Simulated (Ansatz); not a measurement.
# Al2O3: the cost of one run

Computed with Ansatz 0.2.0 (DFT PBE, scalar-relativistic, plane waves, PAW, unless a step's input says otherwise).

1 further run of the same task is left out (set aside as unsound or not needed). Runs told in other sessions of the task aren't counted.

## (1) The structure to begin with

Symmetry: R-3c, No. 167, trigonal system. The conventional cell has a = 4.809 Å, b = 4.809 Å, c = 13.123 Å, α = 90.00°, β = 90.00°, γ = 120.00°. Around Al (site symmetry 3) lie 6 O at 1.87 to 1.99 Å. O (site symmetry 2) has 4 Al at 1.87 to 1.99 Å in its first shell of neighbours.

Structure file:

```xyz
10
Lattice="2.4044 1.3882 4.3745 -2.4044 1.3882 4.3745 0.0000 -2.7763 4.3745" Properties=species:S:1:pos:R:3 pbc="T T T"
Al    0.0000    0.0000   11.1831
Al    0.0000    0.0000    8.5021
Al    0.0000    0.0000    1.9403
Al    0.0000    0.0000    4.6214
O    -0.9320   -1.3882    5.4681
O     1.6682   -0.1131    5.4681
O    -0.7362    1.5012    5.4681
O     0.9320    1.3882    7.6553
O    -1.6682    0.1131    7.6553
O     0.7362   -1.5012    7.6553
```

This cell was relaxed beforehand with the same method: volume 8.76 Å³/atom, gap on the mesh 5.85 eV.

## (2) The reference cell

Reference values: F = -5569.6089 eV; pressure 0.02 GPa; largest force 0.000 eV/Å; gap on the mesh 5.85 eV. It was computed beforehand with the settings of the runs below.

## (3) Next: biaxial against axial strain

The cell is strained by p along both x and y and by q along z, with fractional coordinates fixed.

## (4) Point p = -0.050, q = -0.050

input.yaml

```yaml
crystal:
  lattice:
    - [2.2841367041, 1.3187469409, 4.1557586902]
    - [-2.2841367041, 1.3187469409, 4.1557586902]
    - [0.0, -2.6374938821, 4.1557586901]
  atoms:
    - { symbol: Al, position: [0.8521479318, 0.8521479318, 0.8521479318] }
    - { symbol: Al, position: [0.6478520682, 0.6478520682, 0.6478520682] }
    - { symbol: Al, position: [0.1478520682, 0.1478520682, 0.1478520682] }
    - { symbol: Al, position: [0.3521479318, 0.3521479318, 0.3521479318] }
    - { symbol: O, position: [0.0561765927, 0.4438234073, 0.75] }
    - { symbol: O, position: [0.75, 0.0561765927, 0.4438234073] }
    - { symbol: O, position: [0.4438234073, 0.75, 0.0561765927] }
    - { symbol: O, position: [0.9438234073, 0.5561765927, 0.25] }
    - { symbol: O, position: [0.25, 0.9438234073, 0.5561765927] }
    - { symbol: O, position: [0.5561765927, 0.25, 0.9438234073] }
basis:
  ecutwfc: 420
kpoints:
  mp_grid: { grid: [6, 6, 6] }
hamiltonian:
  xc: pbe
scf:
  occupations: { method: gaussian, width: 0.05 }
output:
  forces: true
  stress: true
  eigenvalues: true
```

The run is started by

```sh
ansatz run input.yaml --threads 2 --pin off --max-ram 5120MiB --backend cpu --events-out ev --progress --plain --runs-dir out
```

What time and memory should one allow on 2 threads of Arm Neoverse V2, shared host?

About 2.2 s, with a peak of 0.36 GiB.
